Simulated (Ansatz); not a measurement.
# BeSi2Br: a trial structure relaxed

The task: take a trial cell of BeSi2Br to zero force and stress, then test the end with a random kick.

Computed with Ansatz 0.2.0 (DFT PBE, scalar-relativistic, plane waves, PAW, unless a step's input says otherwise).

## 1. Starting point

Symmetry: P6/mmm, No. 191, hexagonal system. The conventional cell has a = 3.941 Å, b = 3.941 Å, c = 6.431 Å, α = 90.00°, β = 90.00°, γ = 120.00°. Be (site symmetry 6/mmm) has 2 Si at 1.47 Å as nearest neighbours. Si (site symmetry 6mm) has 1 Be at 1.47 Å as nearest neighbours. Around Br (site symmetry 6/mmm) lie 2 Si at 1.75 Å.

Coordinates:

```cif
data_structure
_symmetry_space_group_name_H-M 'P6/mmm'
_symmetry_Int_Tables_number 191
_cell_length_a 3.9414
_cell_length_b 3.9414
_cell_length_c 6.4312
_cell_angle_alpha 90.000
_cell_angle_beta 90.000
_cell_angle_gamma 120.000
_cell_volume 86.52
loop_
_atom_site_label
_atom_site_type_symbol
_atom_site_symmetry_multiplicity
_atom_site_Wyckoff_symbol
_atom_site_fract_x
_atom_site_fract_y
_atom_site_fract_z
_atom_site_occupancy
Be1 Be 1 b 0.00000 0.00000 0.50000 1
Si1 Si 2 e 0.00000 0.00000 0.72816 1
Br1 Br 1 a 0.00000 0.00000 0.00000 1
```

Recipe of the guess: random cell by space group and Wyckoff sites (P6/mmm, No. 191). Lengths come from tabulated atomic sizes and are only a guess.

## 2. The guess as it stands, on a coarse mesh

Contents of input.yaml:

```yaml
crystal:
  lattice:
    - [3.94140429, 0.0, 0.0]
    - [-1.97070214, 3.41335624, 0.0]
    - [0.0, 0.0, 6.43117009]
  atoms:
    - { symbol: Be, position: [0.0, 0.0, 0.5] }
    - { symbol: Si, position: [0.0, 0.0, 0.72816144] }
    - { symbol: Si, position: [0.0, 0.0, 0.27183856] }
    - { symbol: Br, position: [0.0, 0.0, 0.0] }
basis:
  ecutwfc: 420
kpoints:
  mp_grid: { grid: [6, 6, 4] }
hamiltonian:
  xc: pbe
scf:
  occupations: { method: gaussian, width: 0.1 }
  lower_state_search: "off"
output:
  forces: true
  stress: true
  eigenvalues: true
```

Launch:

```sh
$ ansatz run input.yaml --threads 1 --pin off --max-ram 2048MiB --backend cpu --events-out ev --progress --plain --runs-dir out
```

Further runs follow: rough relaxation on the coarse mesh; relaxation on the finer mesh; kick test: the unmoved cell on a coarse mesh; random kick, then relaxation; the kicked end on a coarse mesh; full relaxation (after the kick).

What does the calculation give? Wanted: conventional cell; volume; energy over the elements; gap on the mesh.

The runs gave:

| quantity | value |
| --- | --- |
| symmetry at the first end (tolerance 0.05 Å) | space group P6/mmm (No. 191) |
| conventional cell | a = 2.798 Å, b = 2.798 Å, c = 10.392 Å, α = 90.00°, β = 90.00°, γ = 120.00° |
| volume | 17.62 Å³/atom |
| energy over the elements | +0.77 eV/atom |
| gap on the mesh | none (metal) |

In words: The space group P6/mmm (No. 191) is kept, and the volume per atom shrinks by 18.5 % from the first guess. The formation energy is positive, so the separate elements lie lower. The kicked cell fell well below the first end on the coarse mesh, so that end is a saddle point or a shallow minimum. The final runs have no spin polarisation, so no magnetic state was tried and one may lie lower. Where a structure here is layered, its layers are held mostly by dispersion, which this level lacks, so their spacing and the stiffness across them are unreliable there.
